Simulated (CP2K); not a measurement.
# SiSe (P-6m2) in CP2K: settings compared, part 2 of 3

CP2K 2026.2. Earlier steps stand in the parts before.

### Step 3. Band structure, PBE

Input file sise_bands.inp:

```
&GLOBAL
  PROJECT sise_bands
  RUN_TYPE ENERGY_FORCE
  PRINT_LEVEL LOW
&END GLOBAL
&FORCE_EVAL
  METHOD QS
  STRESS_TENSOR ANALYTICAL
  &DFT
    BASIS_SET_FILE_NAME BASIS_MOLOPT_UZH
    POTENTIAL_FILE_NAME POTENTIAL_UZH
    &MGRID
      CUTOFF 450
      REL_CUTOFF 60
      NGRIDS 4
    &END MGRID
    &QS
      METHOD GPW
      EPS_DEFAULT 1.0E-10
    &END QS
    &KPOINTS
      SCHEME MONKHORST-PACK 9 9 7
      GAMMA_CENTERED T
      SYMMETRY T
      SYMMETRY_BACKEND SPGLIB
    &END KPOINTS
    &SCF
      SCF_GUESS ATOMIC
      EPS_SCF 1.0E-6
      MAX_SCF 100
      ADDED_MOS 10
      CHOLESKY OFF
      EPS_EIGVAL 1.0E-7
      &DIAGONALIZATION ON
        ALGORITHM STANDARD
      &END DIAGONALIZATION
      &MIXING ON
        METHOD BROYDEN_MIXING
        ALPHA 0.4
        BETA 1.5
        NBUFFER 8
      &END MIXING
      &SMEAR ON
        METHOD FERMI_DIRAC
        ELECTRONIC_TEMPERATURE [K] 116.045
      &END SMEAR
    &END SCF
    &XC
      &XC_FUNCTIONAL PBE
      &END XC_FUNCTIONAL
    &END XC
    &PRINT
      &KPOINTS ON
      &END KPOINTS
      &MULLIKEN ON
      &END MULLIKEN
      &MO ON
        ENERGIES T
        OCCUPATION_NUMBERS T
        &EACH
          QS_SCF 0
        &END EACH
        ADD_LAST NUMERIC
      &END MO
      &LOWDIN ON
      &END LOWDIN
      &HIRSHFELD ON
        SHAPE_FUNCTION DENSITY
      &END HIRSHFELD
      &BAND_STRUCTURE
        FILE_NAME bands.bs
        ADDED_MOS 6
        &KPOINT_SET
          UNITS B_VECTOR
          NPOINTS 10
          SPECIAL_POINT GAMMA 0.00000000 0.00000000 0.00000000
          SPECIAL_POINT M 0.50000000 0.00000000 0.00000000
          SPECIAL_POINT K 0.33333333 0.33333333 0.00000000
          SPECIAL_POINT GAMMA 0.00000000 0.00000000 0.00000000
          SPECIAL_POINT A 0.00000000 0.00000000 0.50000000
          SPECIAL_POINT L 0.50000000 0.00000000 0.50000000
          SPECIAL_POINT H 0.33333333 0.33333333 0.50000000
          SPECIAL_POINT A 0.00000000 0.00000000 0.50000000
        &END KPOINT_SET
        &KPOINT_SET
          UNITS B_VECTOR
          NPOINTS 10
          SPECIAL_POINT L 0.50000000 0.00000000 0.50000000
          SPECIAL_POINT M 0.50000000 0.00000000 0.00000000
        &END KPOINT_SET
        &KPOINT_SET
          UNITS B_VECTOR
          NPOINTS 10
          SPECIAL_POINT K 0.33333333 0.33333333 0.00000000
          SPECIAL_POINT H 0.33333333 0.33333333 0.50000000
        &END KPOINT_SET
      &END BAND_STRUCTURE
    &END PRINT
  &END DFT
  &SUBSYS
    &CELL
      A 3.5952000000 0.0000000000 0.0000000000
      B -1.7976000000 3.1135300000 0.0000000000
      C 0.0000000000 0.0000000000 3.5987300000
      PERIODIC XYZ
    &END CELL
    &COORD
      Si  1.7976179760 1.0378329549 1.7993650000
      Se  0.0000000000 0.0000000000 0.0000000000
    &END COORD
    &KIND Si
      BASIS_SET TZVP-MOLOPT-PBE-GTH-q4
      POTENTIAL GTH-PBE-q4
    &END KIND
    &KIND Se
      BASIS_SET TZVP-MOLOPT-PBE-GTH-q6
      POTENTIAL GTH-PBE-q6
    &END KIND
    &PRINT
      &ATOMIC_COORDINATES ON
      &END ATOMIC_COORDINATES
      &CELL ON
      &END CELL
    &END PRINT
  &END SUBSYS
  &PRINT
    &FORCES ON
    &END FORCES
    &STRESS_TENSOR ON
    &END STRESS_TENSOR
  &END PRINT
&END FORCE_EVAL
```

Potentials or basis: POTENTIAL_UZH Si GTH-PBE-q4, Se GTH-PBE-q6; TZVP-MOLOPT-PBE-GTH basis.

Started as:

```sh
OMP_NUM_THREADS=1 cp2k.psmp -i sise_bands.inp -o sise_bands.out
```

sise_bands.out:

```text

 CP2K| version string:                                       CP2K version 2026.2
 CP2K| Input file name                                            sise_bands.inp

 GLOBAL| Force Environment number                                              1
 GLOBAL| Basis set file name                                    BASIS_MOLOPT_UZH
 GLOBAL| Potential file name                                       POTENTIAL_UZH
 GLOBAL| MM Potential file name                                     MM_POTENTIAL
 GLOBAL| Coordinate file name                                      __STD_INPUT__
 GLOBAL| Method name                                                        CP2K
 GLOBAL| Project name                                                 sise_bands
 GLOBAL| Run type                                                   ENERGY_FORCE
 GLOBAL| FFT library                                                       FFTW3
 GLOBAL| Diagonalization library                                       ScaLAPACK
 GLOBAL| Cholesky decomposition library                                ScaLAPACK
 GLOBAL| DGEMM library                                                      BLAS
 GLOBAL| Direct generalized diagonalization requested                          F
 GLOBAL| Matrix multiplication library                                 ScaLAPACK
 GLOBAL| Global print level                                                  LOW
 GLOBAL| Total number of message passing processes                             1
 GLOBAL| Number of threads for this process                                    1
 GLOBAL| CPU model name                                                  UNKNOWN

 CELL| Volume [angstrom^3]:                                            40.283331
[... 510 lines left out ...]
 KPOINTS| Number of k-points in set    1                                      71
 KPOINTS| In units of b-vector [2pi/Bohr]
 KPOINTS| Special point     1       GAMMA     0.000000     0.000000     0.000000
 KPOINTS| Special point     2           M     0.500000     0.000000     0.000000
 KPOINTS| Special point     3           K     0.333333     0.333333     0.000000
 KPOINTS| Special point     4       GAMMA     0.000000     0.000000     0.000000
 KPOINTS| Special point     5           A     0.000000     0.000000     0.500000
 KPOINTS| Special point     6           L     0.500000     0.000000     0.500000
 KPOINTS| Special point     7           H     0.333333     0.333333     0.500000
 KPOINTS| Special point     8           A     0.000000     0.000000     0.500000
 KPOINTS| Number of k-points in set    2                                      11
 KPOINTS| In units of b-vector [2pi/Bohr]
 KPOINTS| Special point     1           L     0.500000     0.000000     0.500000
 KPOINTS| Special point     2           M     0.500000     0.000000     0.000000
 KPOINTS| Number of k-points in set    3                                      11
 KPOINTS| In units of b-vector [2pi/Bohr]
 KPOINTS| Special point     1           K     0.333333     0.333333     0.000000
 KPOINTS| Special point     2           H     0.333333     0.333333     0.500000

 ENERGY| Total FORCE_EVAL ( QS ) energy [hartree]            -13.344110498264689

 FORCES| Atomic forces [hartree/bohr]
 FORCES|   Atom     x               y               z               |f|
 FORCES|      1 -4.73534463E-07  2.49659578E-07  4.90738054E-16   5.35317469E-07
 FORCES|      2  4.74504992E-07 -2.50209853E-07  1.38228261E-15   5.36432622E-07
 FORCES| Sum     9.70528824E-10 -5.50275125E-10  1.87302066E-15
 FORCES| Total atomic force                                       1.11567420E-09

 STRESS| Analytical stress tensor [bar]
 STRESS|                        x                   y                   z
 STRESS|      x        8.39975490363E+03  -8.85839500013E-01   2.15017482982E-09
 STRESS|      y       -8.85839500013E-01   8.39813083164E+03  -3.53916483777E-09
 STRESS|      z        2.15017482982E-09  -3.53916483777E-09   1.21347830219E+04
 STRESS| 1/3 Trace                                             9.64422291907E+03
 STRESS| Determinant                                           8.56014774457E+11

 STRESS| Eigenvectors and eigenvalues of the analytical stress tensor [bar]
 STRESS|                        1                   2                   3
 STRESS| Eigenvalues   8.39774115466E+03   8.40014458061E+03   1.21347830219E+04
 STRESS|      x           0.402658622431      0.915350224658      0.000000000001
 STRESS|      y           0.915350224658     -0.402658622431     -0.000000000001
 STRESS|      z           0.000000000001     -0.000000000001      1.000000000000
```

bands.bs:

```text
# Set 1: 8 special points, 71 k-points, 21 bands
#  Special point 1          0.00000000     0.00000000     0.00000000  GAMMA
#  Special point 2          0.50000000     0.00000000     0.00000000  M
#  Special point 3          0.33333333     0.33333333     0.00000000  K
#  Special point 4          0.00000000     0.00000000     0.00000000  GAMMA
#  Special point 5          0.00000000     0.00000000     0.50000000  A
#  Special point 6          0.50000000     0.00000000     0.50000000  L
#  Special point 7          0.33333333     0.33333333     0.50000000  H
#  Special point 8          0.00000000     0.00000000     0.50000000  A
#  Point 1      Spin 1:     0.00000000     0.00000000     0.00000000       0.01408451
#   Band    Energy [eV]     Occupation
       1    -8.85102055     2.00000000
       2     1.65004739     2.00000000
       3     2.70902620     2.00000000
       4     4.64451177     2.00000000
       5     4.64460654     2.00000000
       6     9.34469401     0.00000000
[... 13 lines left out ...]
      20    32.36628378     0.00000000
[... 1406 lines left out ...]
       1    -6.41765981     2.00000000
       2    -0.78300996     2.00000000
       3     0.77678163     2.00000000
       4     1.49703107     2.00000000
       5     2.91022948     2.00000000
       6     4.93092587     0.00000000
[... 10 lines left out ...]
      17    25.98130023     0.00000000
      18    26.02868197     0.00000000
      19
```

Run time: 23 s. Hardware: 1 thread of Arm Neoverse V2, shared host; peak memory 0.25 GiB.

Results:

```
Free energy            : -363.1117 eV
Pressure               : 1.0 GPa
Band gap on the k mesh : none (metal or under the smearing width)
Mulliken charges       : Si +0.18; Se -0.18 e
Hirshfeld charges      : Si +0.08; Se -0.08 e
```

Levels at the corners of the path, in eV from the Fermi level:
| point | band 1 | band 2 | band 3 | band 4 | band 5 | band 6 | band 7 | band 8 | band 9 | band 10 |
| --- | --- | --- | --- | --- | --- | --- | --- | --- | --- | --- |
| Γ | -15.31 | -4.81 | -3.75 | -1.82 | -1.82 | 2.88 | 2.88 | 4.51 | 6.71 | 10.23 |
| M | -13.76 | -8.86 | -3.42 | -1.99 | -1.87 | 1.87 | 1.96 | 4.78 | 5.40 | 10.10 |
| K | -13.50 | -8.70 | -5.92 | -1.63 | 1.20 | 1.28 | 1.61 | 3.85 | 8.12 | 8.41 |
| Γ | -15.31 | -4.81 | -3.75 | -1.82 | -1.82 | 2.88 | 2.88 | 4.51 | 6.71 | 10.23 |
| A | -14.12 | -9.98 | -0.74 | -0.74 | 1.47 | 2.08 | 2.66 | 2.66 | 8.72 | 8.72 |
| L | -12.94 | -7.32 | -6.13 | -5.42 | -1.95 | 0.91 | 2.69 | 2.72 | 11.58 | 11.89 |
| H | -12.76 | -6.19 | -6.03 | -5.77 | -4.03 | -2.04 | 5.85 | 6.39 | 11.07 | 12.30 |
| A | -14.12 | -9.98 | -0.74 | -0.74 | 1.47 | 2.08 | 2.66 | 2.66 | 8.72 | 8.72 |
| L | -12.94 | -7.32 | -6.13 | -5.42 | -1.95 | 0.91 | 2.69 | 2.72 | 11.58 | 11.89 |
| M | -13.76 | -8.86 | -3.42 | -1.99 | -1.87 | 1.87 | 1.96 | 4.78 | 5.40 | 10.10 |
| K | -13.50 | -8.70 | -5.92 | -1.63 | 1.20 | 1.28 | 1.61 | 3.85 | 8.12 | 8.41 |
| H | -12.76 | -6.19 | -6.03 | -5.77 | -4.03 | -2.04 | 5.85 | 6.39 | 11.07 | 12.30 |

Caveat: Mulliken charges move with the basis; the basis of atomic orbitals isn't converged, which shifts pressures, moduli and gaps.

### Step 4. Band structure, LDA

sise_bands.inp: that of step 3 with these lines changed.

```diff
@@ -10,3 +10,3 @@
     BASIS_SET_FILE_NAME BASIS_MOLOPT_UZH
-    POTENTIAL_FILE_NAME POTENTIAL_UZH
+    POTENTIAL_FILE_NAME GTH_POTENTIALS
     &MGRID
@@ -18,3 +18,3 @@
       METHOD GPW
-      EPS_DEFAULT 1.0E-10
+      EPS_DEFAULT 1.0E-9
     &END QS
@@ -44,3 +44,3 @@
         METHOD FERMI_DIRAC
-        ELECTRONIC_TEMPERATURE [K] 116.045
+        ELECTRONIC_TEMPERATURE [K] 300.557
       &END SMEAR
@@ -48,3 +48,7 @@
     &XC
-      &XC_FUNCTIONAL PBE
+      &XC_FUNCTIONAL
+        &LDA_X
+        &END LDA_X
+        &LDA_C_PW
+        &END LDA_C_PW
       &END XC_FUNCTIONAL
@@ -64,7 +68,2 @@
       &END MO
-      &LOWDIN ON
-      &END LOWDIN
-      &HIRSHFELD ON
-        SHAPE_FUNCTION DENSITY
-      &END HIRSHFELD
       &BAND_STRUCTURE
@@ -101,5 +100,4 @@
     &CELL
-      A 3.5952000000 0.0000000000 0.0000000000
-      B -1.7976000000 3.1135300000 0.0000000000
-      C 0.0000000000 0.0000000000 3.5987300000
+      ABC 3.5952000000 3.5951960754 3.5987300000
+      ALPHA_BETA_GAMMA 90.0000000000 90.0000000000 120.0000361102
       PERIODIC XYZ
@@ -112,3 +110,3 @@
       BASIS_SET TZVP-MOLOPT-PBE-GTH-q4
-      POTENTIAL GTH-PBE-q4
+      POTENTIAL GTH-PADE-q4
     &END KIND
@@ -116,3 +114,3 @@
       BASIS_SET TZVP-MOLOPT-PBE-GTH-q6
-      POTENTIAL GTH-PBE-q6
+      POTENTIAL GTH-PADE-q6
     &END KIND
```

Potentials or basis: GTH_POTENTIALS Si GTH-PADE-q4, Se GTH-PADE-q6; TZVP-MOLOPT-PBE-GTH basis.

Started as:

```sh
OMP_NUM_THREADS=1 cp2k.psmp -i sise_bands.inp -o sise_bands.out
```

Run time: 19 s. Hardware: 1 thread of Arm Neoverse V2, shared host; peak memory 0.24 GiB.

Results (log left out):

| Property | Result |
| --- | --- |
| Free energy | -365.6829 eV |
| Pressure | -3.1 GPa |
| Band gap on the k mesh | none (metal or under the smearing width) |
| Mulliken charges | Si +0.13; Se -0.13 e |

Stress tensor (GPa, compression positive):
```
-2.99  0.00  0.00
 0.00 -2.99  0.00
 0.00  0.00 -3.32
```

Levels at the corners of the path, in eV from the Fermi level:
```
point  band 2  band 3  band 4  band 5  band 6  band 7  band 8  band 9
    Γ   -4.88   -3.76   -1.81   -1.81    2.86    2.86    4.48    6.61
    M   -8.87   -3.42   -1.99   -1.93    1.85    1.91    4.75    5.34
    K   -8.70   -5.94   -1.64    1.16    1.23    1.59    3.80    8.12
    Γ   -4.88   -3.76   -1.81   -1.81    2.86    2.86    4.48    6.61
    A   -9.98   -0.74   -0.74    1.40    2.02    2.64    2.64    8.71
    L   -7.32   -6.13   -5.43   -1.95    0.91    2.64    2.68   11.39
    H   -6.21   -6.02   -5.76   -4.05   -2.05    5.78    6.32   10.92
    A   -9.98   -0.74   -0.74    1.40    2.02    2.64    2.64    8.71
    L   -7.32   -6.13   -5.43   -1.95    0.91    2.64    2.68   11.39
    M   -8.87   -3.42   -1.99   -1.93    1.85    1.91    4.75    5.34
    K   -8.70   -5.94   -1.64    1.16    1.23    1.59    3.80    8.12
    H   -6.21   -6.02   -5.76   -4.05   -2.05    5.78    6.32   10.92
```

Caveat: Mulliken charges move with the basis; the basis of atomic orbitals isn't converged, which shifts pressures, moduli and gaps.

### Step 5. Band structure, PBEsol

sise_bands.inp: that of step 4 with these lines changed.

```diff
@@ -10,3 +10,3 @@
     BASIS_SET_FILE_NAME BASIS_MOLOPT_UZH
-    POTENTIAL_FILE_NAME GTH_POTENTIALS
+    POTENTIAL_FILE_NAME POTENTIAL_UZH
     &MGRID
@@ -44,3 +44,3 @@
         METHOD FERMI_DIRAC
-        ELECTRONIC_TEMPERATURE [K] 300.557
+        ELECTRONIC_TEMPERATURE 580.23
       &END SMEAR
@@ -49,6 +49,6 @@
       &XC_FUNCTIONAL
-        &LDA_X
-        &END LDA_X
-        &LDA_C_PW
-        &END LDA_C_PW
+        &GGA_X_PBE_SOL
+        &END GGA_X_PBE_SOL
+        &GGA_C_PBE_SOL
+        &END GGA_C_PBE_SOL
       &END XC_FUNCTIONAL
@@ -68,8 +68,13 @@
       &END MO
+      &LOWDIN ON
+      &END LOWDIN
+      &HIRSHFELD ON
+        SHAPE_FUNCTION DENSITY
+      &END HIRSHFELD
       &BAND_STRUCTURE
         FILE_NAME bands.bs
-        ADDED_MOS 6
+        ADDED_MOS 4
         &KPOINT_SET
           UNITS B_VECTOR
-          NPOINTS 10
+          NPOINTS 6
           SPECIAL_POINT GAMMA 0.00000000 0.00000000 0.00000000
@@ -85,3 +90,3 @@
           UNITS B_VECTOR
-          NPOINTS 10
+          NPOINTS 6
           SPECIAL_POINT L 0.50000000 0.00000000 0.50000000
@@ -91,3 +96,3 @@
           UNITS B_VECTOR
-          NPOINTS 10
+          NPOINTS 6
           SPECIAL_POINT K 0.33333333 0.33333333 0.00000000
@@ -100,4 +105,5 @@
     &CELL
-      ABC 3.5952000000 3.5951960754 3.5987300000
-      ALPHA_BETA_GAMMA 90.0000000000 90.0000000000 120.0000361102
+      A 3.5952000000 0.0000000000 0.0000000000
+      B -1.7976000000 3.1135300000 0.0000000000
+      C 0.0000000000 0.0000000000 3.5987300000
       PERIODIC XYZ
@@ -105,3 +111,4 @@
     &COORD
-      Si  1.7976179760 1.0378329549 1.7993650000
+      SCALED
+      Si  0.6666700000 0.3333300000 0.5000000000
       Se  0.0000000000 0.0000000000 0.0000000000
@@ -110,3 +117,3 @@
       BASIS_SET TZVP-MOLOPT-PBE-GTH-q4
-      POTENTIAL GTH-PADE-q4
+      POTENTIAL GTH-PBE-q4
     &END KIND
@@ -114,3 +121,3 @@
       BASIS_SET TZVP-MOLOPT-PBE-GTH-q6
-      POTENTIAL GTH-PADE-q6
+      POTENTIAL GTH-PBE-q6
     &END KIND
```

Potentials or basis: POTENTIAL_UZH Si GTH-PBE-q4, Se GTH-PBE-q6; TZVP-MOLOPT-PBE-GTH basis.

Started as:

```sh
OMP_NUM_THREADS=1 cp2k.psmp -i sise_bands.inp -o sise_bands.out
```

Run time: 20 s. Hardware: 1 thread of Arm Neoverse V2, shared host; peak memory 0.24 GiB.

It converged, with:

```yaml
Free_energy: -362.4748 eV
Pressure: -1.4 GPa
Band_gap_on_the_k_mesh: none (metal or under the smearing width)
Mulliken_charges: Si +0.18; Se -0.18 e
Hirshfeld_charges: Si +0.07; Se -0.07 e
```

Stress tensor (GPa, compression positive):
```
-1.65  0.00  0.00
 0.00 -1.65  0.00
 0.00  0.00 -0.88
```

Levels at the corners of the path, in eV from the Fermi level:
```csv
point,band 3,band 4,band 5,band 6,band 7,band 8
Γ,-3.80,-1.84,-1.84,2.86,2.86,4.38
M,-3.46,-2.02,-1.92,1.84,1.93,4.67
K,-6.01,-1.66,1.17,1.30,1.59,3.82
Γ,-3.80,-1.84,-1.84,2.86,2.86,4.38
A,-0.75,-0.75,1.41,2.10,2.67,2.67
L,-6.22,-5.47,-1.99,0.90,2.59,2.66
H,-6.10,-5.84,-4.12,-2.12,5.86,6.43
A,-0.75,-0.75,1.41,2.10,2.67,2.67
L,-6.22,-5.47,-1.99,0.90,2.59,2.66
M,-3.46,-2.02,-1.92,1.84,1.93,4.67
K,-6.01,-1.66,1.17,1.30,1.59,3.82
H,-6.10,-5.84,-4.12,-2.12,5.86,6.43
```

Caveat: Mulliken charges move with the basis; the potentials were made for another functional, which shifts forces and pressure; the basis of atomic orbitals isn't converged, which shifts pressures, moduli and gaps.

[end of part 2 of 3]
